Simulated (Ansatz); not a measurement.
# GeCF (quartet): wave-function methods side by side at a displaced geometry (v1), cc-pVDZ

The task here is to estimate one member of a computed series from the others.

Program: Ansatz 0.2.0, Gaussian basis. Level of theory: cc-pVDZ, core rule «outside noble gas», up to 16 orbitals frozen. These are calculated values, not measurements.

The runs, in order: UHF; CCSD(T) on ROHF; CCSD(T) on UHF; BCCD(T) on ROHF; CISD; CCSDT(Q) on ROHF; CCSDT(Q) on UHF.

33 further runs of the same task are left out: 10 for a known fault of the program, 8 that didn't finish, 15 set aside as unsound or not needed.

### What is computed

The geometry is a PBE0/def2-TZVP stationary point (not a proven minimum) with its atoms shifted at random (size 0.040 Å). No spin-orbit coupling is included. The filled d shell of Ge may be among the frozen orbitals whatever the setting's name suggests; the logs give the count.

3 atoms, charge 0, spin multiplicity 4.

Atoms are counted from 1 here; the program's logs count them from 0.

Bond lengths: C1–Ge2 1.967 Å, Ge2–F3 1.755 Å. Angles: C1–Ge2–F3 103.7°.

Set-up of the first run:

in.yaml reads:

```yaml
crystal:
  periodic: [false, false, false]
  atoms:
    - {symbol: C, position_ang: [-0.008055, -1.000412, 1.546780]}
    - {symbol: Ge, position_ang: [-0.008888, 0.332449, 0.100147]}
    - {symbol: F, position_ang: [0.039076, -0.638657, -1.360776]}
basis:
  gaussian: {orbitals: cc-pVDZ}
magnetization: {spin_polarized: true, initial_magnetization: 3}
hamiltonian: {xc: hf}
output: {orbitals: {seedname: orbitals}}
```

Launch:

```bash
ansatz run in.yaml --threads 1 --pin off --events-out ev --progress --plain --max-ram 2393MiB
```

Steps of the session up to this table: UHF; CCSD(T) on ROHF; CCSD(T) on UHF; BCCD(T) on ROHF; CISD; CCSDT(Q) on ROHF; CCSDT(Q) on UHF.

One of the session's tables, all rows but one given; the rest of the session is left out.

It belongs to the step «Misses and costs». 

| method | from UCCSDT(Q) (kJ/mol) |
| --- | --- |
| ROHF | +956.4 |
| UHF | +949.7 |
| RMP2 | +111.2 |
| UMP2 | +109.3 |
| RCCSD | +32.5 |
| UCCSD | +32.1 |
| RCCSD(T) | +7.5 |
| UCCSD(T) | +7.3 |
| BCCD(T) | +6.5 |
| RCCSDT | +3.1 |
| UCCSDT | +2.9 |
| RCCSDT(Q) | ? |
| UCCSDT(Q) | 0 |

Estimate the missing values for RCCSDT(Q).

**Answer.** from UCCSDT(Q) (kJ/mol): +0.7. In the column «from UCCSDT(Q) (kJ/mol)» it lies between UCCSDT(Q) (0) and UCCSDT (+2.9).

Not comparable, so not listed: CISD (they don't share determinant, frozen orbitals or solution with the rows shown, or repeat one).

To keep in mind: Restricted and unrestricted rows rest on different reference determinants; where their highest levels disagree by more than a few hundredths of an eV, they describe different states and don't form one ladder.
